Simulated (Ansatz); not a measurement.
Born–Oppenheimer molecular dynamics of a periodic cell of 16 atoms, Li (start crystal Li, start structure bcc, volume 1.05 times the crystal's). It starts from a structure without forces on its atoms.

All numbers below come from Ansatz 0.2.0, DFT PBE-D3(BJ), scalar-relativistic, plane waves, PAW. Settings: accuracy low, cutoff 420 eV, k mesh 2x2x2, fermi-dirac smearing 0.11 eV, no spin polarisation.

```yaml
ensemble: NVT, Langevin thermostat
time_step: 1 fs
steps_asked: 120
set_temperature: 1300 K
friction: 0.02 /fs
seed: 195411
```

Frames 1 fs apart, positions in Å, forces in eV/Å.

Velocities at 20.0 fs (Å/ps):

```
Li -17.29 4.93 -1.38
Li -0.17 7.84 3.55
Li -11.40 -5.58 -4.62
Li 2.85 10.12 -10.63
Li -11.24 4.55 -12.13
Li -1.13 -8.72 -16.68
Li 9.89 7.43 16.96
Li 6.08 -0.06 -21.47
Li -1.52 -2.47 26.52
Li -1.83 1.37 -9.17
Li -12.20 -11.10 3.78
Li -15.87 20.66 -9.72
Li -4.35 -3.90 -7.20
Li 0.78 -1.94 -0.06
Li -6.67 18.74 19.93
Li 7.38 0.50 4.09
```

```xyz
16
Lattice="7.0944 0.0000 0.0000 0.0000 7.0944 0.0000 0.0000 0.0000 7.0944" Properties=species:S:1:pos:R:3:forces:R:3 time_fs=20.0 energy_less_start_eV=1.151 T=906
Li -0.249 -0.054 -0.072 0.03 0.01 0.03
Li 3.581 0.247 0.223 0.07 -0.26 -0.13
Li -0.259 3.508 0.003 0.53 0.04 -0.18
Li 0.107 0.191 3.476 -0.25 -0.21 -0.07
Li 1.605 1.694 1.629 0.10 0.19 0.01
Li 3.619 3.291 -0.343 -0.25 0.38 0.22
Li 3.851 0.267 3.761 -0.22 -0.33 -0.31
Li 5.696 1.774 1.472 -0.41 0.06 0.53
Li -0.144 3.667 4.057 0.44 -0.65 -0.72
Li 1.785 5.343 1.782 -0.27 0.10 -0.13
Li 1.538 1.482 5.396 0.05 0.32 0.12
Li 3.275 3.589 3.370 0.18 -0.22 0.24
Li 5.306 5.071 1.669 -0.03 0.21 0.16
Li 5.122 1.835 5.346 0.52 -0.07 -0.02
Li 1.560 5.603 5.485 0.41 -0.18 0.00
Li 5.811 5.251 5.244 -0.91 0.60 0.25
16
Lattice="7.0944 0.0000 0.0000 0.0000 7.0944 0.0000 0.0000 0.0000 7.0944" Properties=species:S:1:pos:R:3:forces:R:3 time_fs=21.0 energy_less_start_eV=1.233 T=917
Li -0.268 -0.050 -0.073 0.04 0.00 0.02
Li 3.582 0.255 0.228 0.07 -0.27 -0.13
Li -0.272 3.501 -0.003 0.55 0.06 -0.18
Li 0.109 0.201 3.469 -0.25 -0.22 -0.07
Li 1.594 1.700 1.615 0.11 0.19 0.01
Li 3.616 3.280 -0.358 -0.26 0.40 0.22
Li 3.861 0.276 3.776 -0.24 -0.34 -0.33
Li 5.704 1.774 1.450 -0.43 0.06 0.56
Li -0.143 3.663 4.081 0.46 -0.66 -0.75
Li 1.782 5.349 1.772 -0.28 0.11 -0.14
Li 1.525 1.471 5.401 0.06 0.33 0.13
Li 3.260 3.608 3.360 0.19 -0.24 0.26
Li 5.301 5.067 1.660 -0.02 0.21 0.16
Li 5.125 1.832 5.344 0.53 -0.06 -0.01
Li 1.553 5.620 5.503 0.42 -0.19 -0.01
Li 5.819 5.250 5.247 -0.94 0.63 0.24
16
Lattice="7.0944 0.0000 0.0000 0.0000 7.0944 0.0000 0.0000 0.0000 7.0944" Properties=species:S:1:pos:R:3:forces:R:3 time_fs=22.0 energy_less_start_eV=1.312 T=875
Li -0.288 -0.050 -0.075 0.05 -0.01 0.01
Li 3.587 0.264 0.232 0.07 -0.27 -0.13
Li -0.284 3.490 -0.009 0.56 0.09 -0.19
Li 0.107 0.211 3.466 -0.25 -0.23 -0.08
Li 1.583 1.708 1.599 0.12 0.18 0.02
Li 3.611 3.268 -0.373 -0.26 0.41 0.22
Li 3.869 0.284 3.787 -0.25 -0.35 -0.35
Li 5.713 1.773 1.430 -0.46 0.06 0.60
Li -0.140 3.658 4.103 0.47 -0.67 -0.78
Li 1.778 5.361 1.761 -0.29 0.11 -0.14
Li 1.514 1.458 5.408 0.07 0.34 0.14
Li 3.247 3.625 3.350 0.19 -0.25 0.27
Li 5.293 5.065 1.650 -0.02 0.21 0.17
Li 5.129 1.828 5.338 0.53 -0.05 0.00
Li 1.547 5.634 5.519 0.42 -0.21 -0.01
Li 5.826 5.246 5.248 -0.96 0.65 0.24
16
Lattice="7.0944 0.0000 0.0000 0.0000 7.0944 0.0000 0.0000 0.0000 7.0944" Properties=species:S:1:pos:R:3:forces:R:3 time_fs=23.0 energy_less_start_eV=1.390 T=898
Li -0.310 -0.053 -0.077 0.07 -0.01 0.01
Li 3.596 0.274 0.234 0.05 -0.28 -0.13
Li -0.290 3.478 -0.017 0.57 0.12 -0.19
Li 0.105 0.220 3.463 -0.25 -0.24 -0.08
Li 1.573 1.719 1.584 0.13 0.16 0.02
Li 3.606 3.254 -0.388 -0.26 0.42 0.22
Li 3.876 0.292 3.796 -0.27 -0.36 -0.36
Li 5.724 1.773 1.410 -0.48 0.06 0.64
Li -0.136 3.652 4.125 0.49 -0.68 -0.81
Li 1.774 5.370 1.753 -0.30 0.11 -0.15
Li 1.503 1.444 5.414 0.07 0.35 0.14
Li 3.233 3.641 3.341 0.20 -0.27 0.28
Li 5.285 5.066 1.643 -0.01 0.19 0.17
Li 5.134 1.827 5.330 0.53 -0.04 0.02
Li 1.540 5.648 5.538 0.43 -0.22 -0.02
Li 5.832 5.241 5.250 -0.98 0.67 0.24
16
Lattice="7.0944 0.0000 0.0000 0.0000 7.0944 0.0000 0.0000 0.0000 7.0944" Properties=species:S:1:pos:R:3:forces:R:3 time_fs=24.0 energy_less_start_eV=1.461 T=754
Li -0.333 -0.054 -0.081 0.08 -0.02 0.00
Li 3.603 0.280 0.235 0.04 -0.27 -0.12
Li -0.295 3.463 -0.025 0.58 0.16 -0.19
Li 0.105 0.225 3.456 -0.25 -0.24 -0.08
Li 1.563 1.732 1.570 0.15 0.15 0.03
Li 3.604 3.243 -0.403 -0.27 0.43 0.22
Li 3.881 0.301 3.807 -0.28 -0.38 -0.38
Li 5.736 1.774 1.394 -0.51 0.06 0.68
Li -0.128 3.646 4.146 0.50 -0.67 -0.83
Li 1.772 5.377 1.747 -0.31 0.12 -0.16
Li 1.492 1.434 5.419 0.08 0.36 0.15
Li 3.219 3.656 3.332 0.20 -0.28 0.30
Li 5.278 5.069 1.637 0.00 0.18 0.16
Li 5.137 1.827 5.322 0.54 -0.04 0.02
Li 1.536 5.663 5.556 0.43 -0.24 -0.02
Li 5.836 5.235 5.254 -1.00 0.68 0.22
16
Lattice="7.0944 0.0000 0.0000 0.0000 7.0944 0.0000 0.0000 0.0000 7.0944" Properties=species:S:1:pos:R:3:forces:R:3 time_fs=25.0 energy_less_start_eV=1.524 T=705
Li -0.353 -0.054 -0.084 0.09 -0.02 -0.01
Li 3.607 0.284 0.235 0.03 -0.27 -0.12
Li -0.303 3.446 -0.031 0.58 0.21 -0.19
Li 0.105 0.229 3.449 -0.25 -0.24 -0.08
Li 1.553 1.747 1.556 0.17 0.13 0.03
Li 3.603 3.234 -0.416 -0.27 0.44 0.23
Li 3.885 0.310 3.821 -0.30 -0.39 -0.40
Li 5.747 1.776 1.382 -0.54 0.05 0.71
Li -0.119 3.640 4.163 0.51 -0.66 -0.85
Li 1.771 5.383 1.745 -0.32 0.12 -0.17
Li 1.480 1.428 5.422 0.09 0.36 0.15
Li 3.205 3.671 3.325 0.21 -0.30 0.31
Li 5.270 5.074 1.633 0.01 0.16 0.16
Li 5.139 1.827 5.314 0.55 -0.03 0.04
Li 1.536 5.678 5.575 0.43 -0.26 -0.03
Li 5.836 5.230 5.258 -1.00 0.69 0.21
16
Lattice="7.0944 0.0000 0.0000 0.0000 7.0944 0.0000 0.0000 0.0000 7.0944" Properties=species:S:1:pos:R:3:forces:R:3 time_fs=26.0 energy_less_start_eV=1.586 T=755
Li -0.375 -0.054 -0.087 0.11 -0.02 -0.02
Li 3.609 0.289 0.230 0.03 -0.26 -0.11
Li -0.312 3.428 -0.038 0.59 0.26 -0.20
Li 0.103 0.231 3.444 -0.25 -0.25 -0.08
Li 1.543 1.763 1.540 0.18 0.11 0.04
Li 3.606 3.224 -0.428 -0.28 0.46 0.23
Li 3.892 0.318 3.837 -0.32 -0.41 -0.42
Li 5.759 1.777 1.371 -0.58 0.03 0.75
Li -0.108 3.636 4.178 0.51 -0.64 -0.86
Li 1.772 5.391 1.742 -0.33 0.13 -0.18
Li 1.469 1.423 5.425 0.09 0.37 0.15
Li 3.195 3.685 3.320 0.22 -0.31 0.32
Li 5.263 5.077 1.630 0.02 0.15 0.16
Li 5.141 1.828 5.306 0.57 -0.02 0.04
Li 1.535 5.692 5.593 0.42 -0.27 -0.04
Li 5.834 5.227 5.264 -1.00 0.68 0.19
16
Lattice="7.0944 0.0000 0.0000 0.0000 7.0944 0.0000 0.0000 0.0000 7.0944" Properties=species:S:1:pos:R:3:forces:R:3 time_fs=27.0 energy_less_start_eV=1.637 T=793
Li -0.398 -0.057 -0.092 0.13 -0.01 -0.02
Li 3.608 0.293 0.219 0.03 -0.25 -0.09
Li -0.320 3.409 -0.048 0.60 0.31 -0.21
Li 0.099 0.235 3.439 -0.24 -0.24 -0.07
Li 1.536 1.782 1.525 0.20 0.09 0.05
Li 3.611 3.212 -0.441 -0.30 0.47 0.24
Li 3.900 0.326 3.855 -0.34 -0.43 -0.44
Li 5.769 1.781 1.361 -0.61 0.01 0.78
Li -0.095 3.631 4.188 0.50 -0.61 -0.85
Li 1.771 5.399 1.739 -0.33 0.13 -0.19
Li 1.458 1.420 5.428 0.09 0.36 0.15
Li 3.186 3.698 3.314 0.22 -0.32 0.33
Li 5.256 5.082 1.627 0.03 0.13 0.15
Li 5.143 1.827 5.301 0.59 0.00 0.04
Li 1.534 5.705 5.610 0.41 -0.29 -0.04
Li 5.829 5.226 5.272 -0.98 0.65 0.17
16
Lattice="7.0944 0.0000 0.0000 0.0000 7.0944 0.0000 0.0000 0.0000 7.0944" Properties=species:S:1:pos:R:3:forces:R:3 time_fs=28.0 energy_less_start_eV=1.673 T=629
Li -0.419 -0.059 -0.099 0.14 0.00 -0.02
Li 3.605 0.295 0.203 0.04 -0.25 -0.07
Li -0.324 3.391 -0.062 0.59 0.35 -0.20
Li 0.095 0.240 3.438 -0.23 -0.24 -0.07
Li 1.530 1.800 1.510 0.21 0.07 0.06
Li 3.613 3.201 -0.452 -0.30 0.49 0.25
Li 3.910 0.334 3.871 -0.37 -0.45 -0.46
Li 5.778 1.785 1.357 -0.64 0.00 0.79
Li -0.081 3.624 4.194 0.48 -0.57 -0.85
Li 1.769 5.408 1.737 -0.34 0.13 -0.19
Li 1.447 1.419 5.431 0.10 0.36 0.15
Li 3.180 3.706 3.308 0.23 -0.32 0.34
Li 5.250 5.088 1.625 0.04 0.12 0.14
Li 5.145 1.825 5.297 0.61 0.01 0.05
Li 1.534 5.716 5.627 0.40 -0.31 -0.05
Li 5.821 5.223 5.279 -0.97 0.62 0.14
16
Lattice="7.0944 0.0000 0.0000 0.0000 7.0944 0.0000 0.0000 0.0000 7.0944" Properties=species:S:1:pos:R:3:forces:R:3 time_fs=29.0 energy_less_start_eV=1.693 T=680
Li -0.436 -0.062 -0.107 0.15 0.02 -0.01
Li 3.607 0.299 0.186 0.04 -0.24 -0.05
Li -0.324 3.373 -0.079 0.58 0.38 -0.19
Li 0.087 0.243 3.437 -0.22 -0.25 -0.07
Li 1.523 1.817 1.497 0.22 0.04 0.07
Li 3.612 3.192 -0.463 -0.31 0.50 0.25
Li 3.918 0.343 3.884 -0.39 -0.47 -0.48
Li 5.786 1.785 1.357 -0.65 0.00 0.80
Li -0.067 3.615 4.198 0.46 -0.53 -0.84
Li 1.766 5.415 1.734 -0.34 0.13 -0.20
Li 1.436 1.415 5.434 0.11 0.35 0.15
Li 3.175 3.710 3.301 0.23 -0.33 0.35
Li 5.247 5.093 1.628 0.05 0.10 0.13
Li 5.148 1.825 5.292 0.62 0.03 0.05
Li 1.535 5.726 5.642 0.39 -0.32 -0.07
Li 5.811 5.219 5.287 -0.94 0.59 0.10
16
Lattice="7.0944 0.0000 0.0000 0.0000 7.0944 0.0000 0.0000 0.0000 7.0944" Properties=species:S:1:pos:R:3:forces:R:3 time_fs=30.0 energy_less_start_eV=1.707 T=705
Li -0.452 -0.066 -0.117 0.15 0.04 0.00
Li 3.611 0.303 0.173 0.03 -0.24 -0.03
Li -0.321 3.354 -0.095 0.56 0.41 -0.17
Li 0.077 0.246 3.437 -0.21 -0.25 -0.07
Li 1.514 1.837 1.484 0.24 0.01 0.08
Li 3.609 3.185 -0.473 -0.31 0.50 0.25
Li 3.922 0.352 3.894 -0.41 -0.48 -0.50
Li 5.793 1.784 1.360 -0.67 0.00 0.80
Li -0.050 3.607 4.201 0.44 -0.48 -0.83
Li 1.760 5.420 1.729 -0.33 0.13 -0.20
Li 1.423 1.411 5.437 0.13 0.35 0.14
Li 3.170 3.712 3.291 0.23 -0.33 0.36
Li 5.246 5.098 1.633 0.06 0.08 0.11
Li 5.152 1.824 5.285 0.64 0.05 0.05
Li 1.534 5.739 5.657 0.38 -0.35 -0.08
Li 5.798 5.214 5.296 -0.92 0.55 0.07
16
Lattice="7.0944 0.0000 0.0000 0.0000 7.0944 0.0000 0.0000 0.0000 7.0944" Properties=species:S:1:pos:R:3:forces:R:3 time_fs=31.0 energy_less_start_eV=1.721 T=688
Li -0.468 -0.071 -0.127 0.16 0.06 0.02
Li 3.618 0.304 0.161 0.02 -0.23 -0.01
Li -0.319 3.333 -0.111 0.53 0.44 -0.16
Li 0.065 0.245 3.436 -0.19 -0.25 -0.07
Li 1.506 1.859 1.471 0.25 -0.02 0.10
Li 3.604 3.180 -0.480 -0.30 0.50 0.25
Li 3.926 0.360 3.902 -0.43 -0.50 -0.51
Li 5.800 1.782 1.365 -0.68 0.00 0.79
Li -0.033 3.599 4.204 0.42 -0.44 -0.82
Li 1.752 5.422 1.725 -0.33 0.14 -0.20
Li 1.410 1.409 5.439 0.14 0.34 0.14
Li 3.167 3.716 3.281 0.23 -0.33 0.37
Li 5.249 5.104 1.640 0.07 0.07 0.10
Li 5.156 1.821 5.277 0.64 0.07 0.07
Li 1.532 5.754 5.669 0.38 -0.37 -0.09
Li 5.788 5.208 5.308 -0.90 0.52 0.03
```

Of the whole run (120 fs, mean temperature of the second half 1068 K): The mean temperature of the second half is 18 % below the set value. A run of 0.12 ps of so small a system gives no equilibrium averages. Limits of this set-up: coarse k mesh, low accuracy level.

The run took 9.2 min on 1 thread of Intel(R) Xeon(R) Platinum 8259CL CPU @ 2.50GHz (Skylake/Cascade Lake) (shared host), peak memory 0.66 GiB.
